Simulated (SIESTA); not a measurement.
**HfIn4SiO6 in SIESTA: the effect of basis**

The system is HfIn4SiO6.

```xyz
12
Lattice="5.6987 0.0038 0.0156 -0.7051 6.1082 -0.0057 -2.7372 -1.3956 6.6308" Properties=species:S:1:pos:R:3 pbc="T T T"
Hf    0.2972   -0.0900    0.8831
In   -0.4860    5.0863    4.8335
In    2.9601   -0.6377    3.2997
In   -0.4663    2.2403    3.5350
In    2.4974    2.6606    1.3677
Si    2.2933    1.4988    5.6832
O     0.7088    1.2617    5.2639
O     3.2588    1.4387    4.3619
O     5.4139    1.6003    0.0368
O     2.4594    2.8937    6.5395
O    -0.6297   -0.1526    2.6118
O     2.1007    0.3624    1.4524
```

The cell was built by a generator and needn't be a form met in nature.

Alike in all runs:

```yaml
Program: SIESTA 5.4.2
Task: band structure
Functional: PBE
Potentials_or_basis: PseudoDojo 0.4 standard (PBE files)
Grid_cutoff: 800 Ry
Energy_shift: 0.003 Ry
k_mesh: 5 × 5 × 4
Occupations: fermi-dirac, width 0.05 eV
Spin: no spin polarisation
```

| basis | gap on the mesh (eV) | pressure (GPa) | largest force (eV/Å) |
| --- | --- | --- | --- |
| SZ | ? | ? | ? |
| SZP | 0.89 | 2.9 | 0.74 |
| DZ | 0.83 | 4.1 | 2.74 |
| DZP | 0.86 | 1.5 | 0.40 |
| TZP | 0.86 | 1.1 | 0.27 |
| TZDP | 0.87 | 1.1 | 0.43 |

Problem. What does the run with basis SZ give?

Solution. gap on the mesh 0.81 eV; pressure 5.6 GPa; largest force 3.98 eV/Å.

Caveats: short orbitals over semicore shells can move pressures by several GPa; spin-orbit coupling is left out, which moves the levels of the heavy elements; the basis of atomic orbitals isn't converged, which shifts pressures, moduli and gaps; the basis has no polarisation orbitals (some runs); forces of over 1 eV/Å show positions far from the minimum, so gaps and moduli don't describe the material at rest (some runs).

A k mesh can miss the band edges.
